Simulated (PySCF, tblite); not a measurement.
# C₄H₁₁F₃N₂Si: geometry, infrared bands and NMR shifts

Aim: predict the infrared bands and NMR shifts of C₄H₁₁F₃N₂Si (`CCN[SiH2]NCC(F)(F)F`).

The runs use tblite 0.8.0 and PySCF 2.14.0, with density-fitted response routines of our own; the level of theory stands in each step. All values are computed, except where a source is named. Atoms count from 0, in the outputs and in this text.

**1. The starting structure**

21 atoms, charge 0, multiplicity 1; geometry from: force field or distance geometry start.

Bonds of the start (Å): C0–C1 1.53, C1–N2 1.46, N2–Si3 1.78, Si3–N4 1.81, N4–C5 1.45, C5–C6 1.50, C6–F7 1.39, C6–F8 1.37, C6–F9 1.40, C0–H10 1.09, C0–H11 1.12, C0–H12 1.10, C1–H13 1.10, C1–H14 1.12, N2–H15 1.04, Si3–H16 1.48, Si3–H17 1.48, N4–H18 1.05, C5–H19 1.10, C5–H20 1.12.

**2. Geometry optimisation with GFN2-xTB**

The job: settings as JSON, then the geometry in Å.

```
{"job": {"kind": "relax", "xc": "GFN2-xTB", "basis": "xTB"}, "charge": 0, "multiplicity": 1}
C      3.860500    -0.202900     0.259700
C      2.527200     0.538700     0.368100
N      1.558700    -0.282900    -0.353200
Si     0.010500     0.589700    -0.225000
N     -1.324400    -0.421000     0.467300
C     -2.533300     0.119400    -0.128300
C     -3.793100    -0.571800     0.301000
F     -4.849300     0.067100    -0.341200
F     -3.855900    -1.902800     0.004100
F     -4.003100    -0.288400     1.660000
H      3.758400    -1.144800     0.793500
H      3.953800    -0.443400    -0.826600
H      4.697600     0.417200     0.628100
H      2.529300     1.520300    -0.119900
H      2.297100     0.601900     1.463700
H      1.559800    -1.239900     0.051000
H      0.152800     1.823100     0.572000
H     -0.427800     0.948100    -1.589900
H     -1.139500    -1.416500     0.187000
H     -2.387700     0.118800    -1.216900
H     -2.600500     1.187000     0.199700
```

Command:

```
OMP_NUM_THREADS=1 python probes_run.py task.json out
```

The driver reads the jobs from task.json and runs them one after another.

**Question.** This job is followed by: GFN2-xTB harmonic vibrations, gas phase; GIAO PBE0/pcSseg-1 NMR shielding, non-relativistic, gas phase. Predict these results of the whole session: strongest single infrared mode (GFN2-xTB); zero-point energy (GFN2-xTB); 13C shifts against TMS (PBE0/pcSseg-1); 1H shifts against TMS (PBE0/pcSseg-1, means over atoms taken as alike); 15N shifts against NH3 (PBE0/pcSseg-1); 29Si shifts against TMS (PBE0/pcSseg-1); 19F shifts against CFCl3 (PBE0/pcSseg-1, means over atoms taken as alike).

The runs gave:

```
                                                                 quantity                                    value
                                strongest single infrared mode (GFN2-xTB)                    2157 cm⁻¹, 455 km/mol
                                             zero-point energy (GFN2-xTB)                            97.2 kcal/mol
                                   13C shifts against TMS (PBE0/pcSseg-1)              134.8, 48.0, 39.3, 22.3 ppm
   1H shifts against TMS (PBE0/pcSseg-1, means over atoms taken as alike)  5.13, 3.38, 2.94, 1.16, 0.18, -0.07 ppm
                                   15N shifts against NH3 (PBE0/pcSseg-1)                           36.3, 16.4 ppm
                                  29Si shifts against TMS (PBE0/pcSseg-1)                                -32.3 ppm
19F shifts against CFCl3 (PBE0/pcSseg-1, means over atoms taken as alike)                                -93.3 ppm
```

Relaxing lowered the energy by 1.184 eV in 116 steps; the close pair that moved most is Si3–N4, from 1.812 to 1.724 Å. All 57 modes are real, so the xTB geometry is a minimum. The strongest single mode, at 2157 cm⁻¹, moves mainly H16 and H17. GFN2-xTB is a fitted tight-binding method: band positions and strengths are rough. Its intensities can rank the bands wrongly. At PBE0/pcSseg-1: The largest span, 171 ppm, is at F7, F8, F9, where the paramagnetic term is -207 ppm.
